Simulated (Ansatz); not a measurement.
# SiZr: the cost of one run

Computed with Ansatz 0.2.0, Gaussian basis. Level: def2-QZVPP, core rule «outside noble gas», up to 9 orbitals frozen.

Plan: UHF; ROHF; CCSD(T) on UHF.

2 further runs of the same task are left out: 2 set aside as unsound or not needed.

## 1. What is computed

The geometry is a PBE0/def2-TZVP stationary point (not a proven minimum) of the parent state, kept for this charge and spin. No spin-orbit coupling is included. Elements past krypton take def2 core potentials.

2 atoms, charge 1, spin multiplicity 2.

Atoms are counted from 1 here; the program's logs count them from 0.

Bond lengths: Zr1–Si2 2.390 Å.

## 2. UHF

in.yaml reads:

```yaml
crystal:
  periodic: [false, false, false]
  atoms:
    - {symbol: Zr, position_ang: [0.000000, 0.000000, 0.000000]}
    - {symbol: Si, position_ang: [0.000000, 0.000000, 2.390400]}
basis:
  gaussian: {orbitals: "def2-QZVPP.json"}
total_charge: 1
magnetization: {spin_polarized: true, initial_magnetization: 1}
hamiltonian: {xc: hf}
output: {orbitals: {seedname: orbitals}}
```

Command:

```console
$ ansatz run in.yaml --threads 1 --pin off --events-out ev --progress --plain --max-ram 2560MiB --backend cpu
```

What time and memory should one allow on 1 thread of AMD EPYC 7R13, shared host?

About 86 s, with a peak of 0.39 GiB.
